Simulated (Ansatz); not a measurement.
# YbSn: the cost of one run

Computed with the Python package of Ansatz 0.2.0. Level of theory: DFT PBEsol, plane waves, PAW.

### Step 1. The structure

It takes space group P4/mmm (No. 123, tetragonal). The conventional cell has a = 3.507 Å, b = 3.507 Å, c = 4.400 Å, α = 90.00°, β = 90.00°, γ = 90.00°. Yb (site symmetry 4/mmm) has 8 Sn at 3.32 Å and 4 Yb at 3.51 Å as nearest neighbours. Sn (site symmetry 4/mmm) has 8 Yb at 3.32 Å and 4 Sn at 3.51 Å as nearest neighbours.

The script holds or builds the structure itself.

### Step 2. The script

File ybsn.py:

```python
"""Energy against volume for YbSn, with a fit."""

import logging
import sys

import ansatz
from ase.eos import EquationOfState
from ase.units import GPa
import numpy as np

logging.basicConfig(stream=sys.stdout, format="%(levelname)s:%(name)s:%(message)s")
logger = logging.getLogger("calc")
logger.setLevel(logging.INFO)

VECTORS = np.array([
    [3.50725, 0.0, 0.0],
    [0.0, 3.50725, 0.0],
    [0.0, 0.0, 4.4],
])
SITES = [
    ("Yb", [0.5, 0.5, 0.5]),
    ("Sn", [0.0, 0.0, 0.0]),
]


def make_crystal(cell):
    crystal = ansatz.Crystal(lattice=ansatz.Lattice.of(cell))
    for symbol, position in SITES:
        crystal = crystal.atom(symbol, position)
    return crystal

# uniform scaling of the cell
volumes, energies = [], []
for scale in np.linspace(0.92, 1.08, 7):
    cell = VECTORS * scale ** (1 / 3)
    model = (
        make_crystal(cell).calculation()
        .functional("PBEsol")
        .basis(550)
        .occupations("fermi_dirac", width=0.15)
        .kpoints(8, 8, 7)
    )
    report = model.run(threads=1).report
    volumes.append(abs(np.linalg.det(cell)) / len(SITES))
    energies.append(report["free_energy_ev"] / len(SITES))
    logger.info(f"V = {volumes[-1]:8.4f} A^3/atom  F = {energies[-1]:.5f} eV/atom")

eos = EquationOfState(volumes, energies, eos="vinet")
v0, e0, bulk = eos.fit()
logger.info(f"V0 = {v0:.4f} A^3/atom, E0 = {e0:.5f} eV/atom, B = {bulk / GPa:.1f} GPa")
eos.plot("eos.png")
```

### Step 3. Launch

The run is started by

```sh
$ python ybsn.py
```

Q: Estimate wall time and peak memory on 1 thread of Arm Neoverse V2, shared host.

About 39 s, with a peak of 0.47 GiB.
